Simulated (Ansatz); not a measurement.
# GaH₄NSe: two torsions

A grid of calculations on GaH₄NSe, SMILES [NH2][GaH][SeH], to see where the energy is lowest and how it rises around there.

Method: RKS B3LYP-D4/def2-TZVP; program: Ansatz 0.2.0.

**1. The system as given**

SMILES `[NH2][GaH][SeH]`, 7 atoms, charge 0, spin multiplicity 1.

Atoms are counted from 1 here; the program's logs count them from 0.

Bond lengths: N1–Ga2 1.821 Å, N1–H4 1.021 Å, N1–H5 1.021 Å, Ga2–Se3 2.349 Å, Ga2–H6 1.566 Å, Se3–H7 1.484 Å. Angles: Ga2–N1–H4 124.5°, Ga2–N1–H5 123.6°, H4–N1–H5 112.0°, N1–Ga2–Se3 115.1°, N1–Ga2–H6 121.3°, Se3–Ga2–H6 123.6°, Ga2–Se3–H7 91.4°.

Coordinates:

```
N    -1.10359    0.47045   -0.91480
Ga    0.07435    0.17294    0.44173
Se    1.70615   -1.45862    0.00392
H    -1.08838   -0.01848   -1.81089
H    -1.86207    1.15219   -0.86428
H    -0.02014    0.96601    1.78844
H     2.29368   -1.28447    1.35587
```

This geometry comes from a loose relaxation at PBE in a small basis, which is not shown.

**3. The grid**

First coordinate, dihedral H4–N1–Ga2–Se3: 8 values from −180 to 135 °, periodic. Second coordinate, dihedral N1–Ga2–Se3–H7: 8 values from −180 to 135 °, periodic.

Nothing else is relaxed (all other coordinates rigid). Energies count from the relaxed molecule at the same level. Points are written as (first, second).

(The set-up runs are not shown.)

**4. Grid point (90°, −90°)**

The input, input.yaml:

```yaml
crystal:
  periodic: [false, false, false]
  atoms:
    - { symbol: "N", position_ang: [-1.103387, 0.470769, -0.916329] }
    - { symbol: Ga, position_ang: [0.065894, 0.178618, 0.446498] }
    - { symbol: Se, position_ang: [1.993326, 1.51688, 0.393659] }
    - { symbol: H, position_ang: [-1.082095, -0.013294, -1.7981] }
    - { symbol: H, position_ang: [-1.850888, 1.142779, -0.868798] }
    - { symbol: H, position_ang: [-0.217219, -0.882189, 1.547283] }
    - { symbol: H, position_ang: [2.732183, 0.534744, -0.414448] }
basis:
  gaussian: { orbitals: def2-TZVP }
hamiltonian:
  xc: { name: B3LYP }
  dispersion: d4
output:
  forces: true
```

On the command line:

```
$ ansatz run input.yaml --threads 1 --pin off --max-ram 2560MiB --backend cpu --events-out ev --progress --plain --runs-dir out
```

Further runs follow: the other points that were computed.

**Question.** What will these runs give? Wanted: lowest point; highest computed point; largest force on an atom; dipole moment.

The runs gave:

| quantity | value |
| --- | --- |
| lowest point | (0°, −180°), 0 kJ/mol |
| highest computed point | (−90°, 90°), 82 kJ/mol above the lowest |
| largest force on an atom (eV/Å) | 0.00 at (0°, −180°) to 0.73 at (−90°, 90°); 0.00 at the lowest point |
| dipole moment (D) | 1.14 at (90°, −180°) to 1.97 at (0°, −90°); 1.45 at the lowest point |
| time for the whole task | 7.9 min on 1 thread, shared host |

In words: The lowest computed point is at (0°, −180°), which is the relaxed molecule at the same level itself; the map holds 2 wells of about this depth. A higher local minimum lies near (0°, 0°) (1.2 kJ/mol above the lowest at that grid point). The highest computed point, (−90°, 90°), lies 82 kJ/mol above the lowest. On the interpolated surface the easiest way out of the lowest well to the well at (0°, 0°) passes a barrier of about 20 kJ/mol. Round the minimum the valley is somewhat tilted: raising dihedral H4–N1–Ga2–Se3 shifts the best value of dihedral N1–Ga2–Se3–H7 upwards (coupling k₁₂/√(k₁₁k₂₂) about −0.2).
